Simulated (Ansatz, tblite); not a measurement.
**C30H22: a ladder of methods and basis sets**

One table from this session's results is given with a row withheld; the runs are named, their logs left out.

The runs use Ansatz 0.2.0, Gaussian basis; as each input shows.

The runs, in order: GFN1-xTB, GFN2-xTB, PBE-D4/def2-TZVP, r2SCAN-D4/def2-TZVP, PBE-D4/def2-SVP, PBE0-D4/def2-SVP.

1 further run of the same task is left out (set aside as unsound or not needed). Runs told in other sessions of the task aren't counted.

### The structure

The singlet was relaxed beforehand with r2SCAN-D4/def2-SVP.

SMILES `c1ccc(-c2ccc(-c3ccc(-c4ccc(-c5ccccc5)cc4)cc3)cc2)cc1`, 52 atoms, charge 0, spin multiplicity 1.

Bond lengths: C1–C2 1.399 Å, C1–C30 1.399 Å, C1–H31 1.094 Å, C2–C3 1.396 Å, C2–H32 1.094 Å, C3–C4 1.409 Å, C3–H33 1.094 Å, C4–C5 1.479 Å, C4–C29 1.409 Å, C5–C6 1.408 Å, C5–C28 1.408 Å, C6–C7 1.393 Å, C6–H34 1.094 Å, C7–C8 1.408 Å, C7–H35 1.094 Å, C8–C9 1.477 Å, C8–C27 1.408 Å, C9–C10 1.408 Å and more. Angles: C2–C1–C30 119.4°, C2–C1–H31 120.3°, C30–C1–H31 120.3°, C1–C2–C3 120.3°, C1–C2–H32 120.1°, C3–C2–H32 119.6°, C2–C3–C4 120.9°, C2–C3–H33 119.6°, C4–C3–H33 119.4°, C3–C4–C5 120.9°, C3–C4–C29 118.1°, C5–C4–C29 120.9°, C4–C5–C6 121.2°, C4–C5–C28 121.2°, C6–C5–C28 117.5°, C5–C6–C7 121.2°, C5–C6–H34 119.5°, C7–C6–H34 119.3° and more.

PBE0-D4/def2-TZVP was run before; its log isn't repeated, and its numbers join the tables.

The first run:

Tight binding, by tblite at 300 K electronic temperature and without a spin-polarisation term:

```python
tblite.interface.Calculator('GFN1-xTB', numbers, positions, charge=0, uhf=0).singlepoint()
```

Tight binding, by tblite at 300 K electronic temperature and without a spin-polarisation term:

```python
tblite.interface.Calculator('GFN2-xTB', numbers, positions, charge=0, uhf=0).singlepoint()
```

start.molden holds the orbitals of an earlier run on this state, given as this run's starting guess.

File in.yaml:

```yaml
crystal:
  periodic: [false, false, false]
  atoms:
    - {symbol: C, position_ang: [10.058069, -0.260374, -0.057559]}
    - {symbol: C, position_ang: [9.382105, 0.729612, 0.663068]}
    - {symbol: C, position_ang: [7.986948, 0.765854, 0.671224]}
    - {symbol: C, position_ang: [7.233669, -0.187600, -0.041414]}
    - {symbol: C, position_ang: [5.754842, -0.149468, -0.032951]}
    - {symbol: C, position_ang: [5.008714, -0.510963, -1.171031]}
    - {symbol: C, position_ang: [3.616743, -0.473061, -1.163879]}
    - {symbol: C, position_ang: [2.902912, -0.075696, -0.016673]}
    - {symbol: C, position_ang: [1.426117, -0.037425, -0.008228]}
    - {symbol: C, position_ang: [0.693947, -0.341461, 1.155864]}
    - {symbol: C, position_ang: [-0.697829, -0.306113, 1.163527]}
    - {symbol: C, position_ang: [-1.426677, 0.036681, 0.008124]}
    - {symbol: C, position_ang: [-2.903411, 0.075090, 0.016592]}
    - {symbol: C, position_ang: [-3.649614, -0.266927, -1.128135]}
    - {symbol: C, position_ang: [-5.041581, -0.229972, -1.120373]}
    - {symbol: C, position_ang: [-5.754961, 0.149280, 0.032942]}
    - {symbol: C, position_ang: [-7.233609, 0.187795, 0.041430]}
    - {symbol: C, position_ang: [-7.953899, 0.583078, -1.102775]}
    - {symbol: C, position_ang: [-9.349142, 0.619244, -1.094517]}
    - {symbol: C, position_ang: [-10.056928, 0.261484, 0.057686]}
    - {symbol: C, position_ang: [-9.355559, -0.133194, 1.201728]}
    - {symbol: C, position_ang: [-7.960336, -0.169791, 1.193943]}
    - {symbol: C, position_ang: [-5.009671, 0.490628, 1.177870]}
    - {symbol: C, position_ang: [-3.617667, 0.455123, 1.169688]}
    - {symbol: C, position_ang: [-0.694292, 0.341583, -1.155656]}
    - {symbol: C, position_ang: [0.697426, 0.304624, -1.163938]}
    - {symbol: C, position_ang: [3.649368, 0.283858, 1.122212]}
    - {symbol: C, position_ang: [5.041435, 0.249745, 1.113467]}
    - {symbol: C, position_ang: [7.928662, -1.178395, -0.762289]}
    - {symbol: C, position_ang: [9.323837, -1.214061, -0.770082]}
    - {symbol: H, position_ang: [11.151467, -0.288555, -0.063795]}
    - {symbol: H, position_ang: [9.946153, 1.487784, 1.214839]}
    - {symbol: H, position_ang: [7.469674, 1.561991, 1.214888]}
    - {symbol: H, position_ang: [5.530994, -0.809509, -2.084761]}
    - {symbol: H, position_ang: [3.068869, -0.776327, -2.060887]}
    - {symbol: H, position_ang: [1.225681, -0.649990, 2.060529]}
    - {symbol: H, position_ang: [-1.234723, -0.587327, 2.074011]}
    - {symbol: H, position_ang: [-3.128642, -0.605130, -2.028671]}
    - {symbol: H, position_ang: [-5.590817, -0.538245, -2.014998]}
    - {symbol: H, position_ang: [-7.409074, 0.891837, -2.000076]}
    - {symbol: H, position_ang: [-9.887502, 0.940418, -1.991521]}
    - {symbol: H, position_ang: [-11.150364, 0.290002, 0.063996]}
    - {symbol: H, position_ang: [-9.899556, -0.426135, 2.104969]}
    - {symbol: H, position_ang: [-7.421976, -0.506751, 2.084980]}
    - {symbol: H, position_ang: [-5.531760, 0.826726, 2.078670]}
    - {symbol: H, position_ang: [-3.069446, 0.765460, 2.064082]}
    - {symbol: H, position_ang: [-1.226303, 0.650524, -2.059986]}
    - {symbol: H, position_ang: [1.234064, 0.585378, -2.074737]}
    - {symbol: H, position_ang: [3.128237, 0.614755, 2.025359]}
    - {symbol: H, position_ang: [5.588831, 0.520690, 2.021077]}
    - {symbol: H, position_ang: [7.364852, -1.946648, -1.299770]}
    - {symbol: H, position_ang: [9.841717, -2.000115, -1.328063]}
basis:
  gaussian: {orbitals: def2-TZVP, fitting: {mean_field: def2-universal-jkfit}, initial_orbitals: start.molden}
hamiltonian: {xc: pbe, dispersion: d4}
scf: {omitted_lower_state_checks: [starts]}
output: {orbitals: {seedname: orbitals}}
```

The run is started by

```
$ ansatz run in.yaml --threads 2 --pin off --events-out ev --progress --plain --max-ram 32768MiB --backend cuda --devices 0, --max-vram 18GiB
```

Among the steps run: PBE-D4/def2-TZVP; r2SCAN-D4/def2-TZVP; PBE-D4/def2-SVP; PBE0-D4/def2-SVP.

One table of the session follows, with a row left open; its other results are not shown here.

It belongs to the step «Binding energy». 

```
              level  binding an atom (eV)
    PBE-D4/def2-SVP                 5.620
   PBE-D4/def2-TZVP                 5.536
r2SCAN-D4/def2-TZVP                     ?
   PBE0-D4/def2-SVP                 5.511
  PBE0-D4/def2-TZVP                 5.424
```

Estimate the missing values for r2SCAN-D4/def2-TZVP.

As computed: binding an atom (eV): 5.362. In the column «binding an atom (eV)» it is the lowest.

Caveats from the session: Free atoms were run apart at each level; binding is atoms less cluster, divided by the number of atoms, without zero-point or spin-orbit terms.
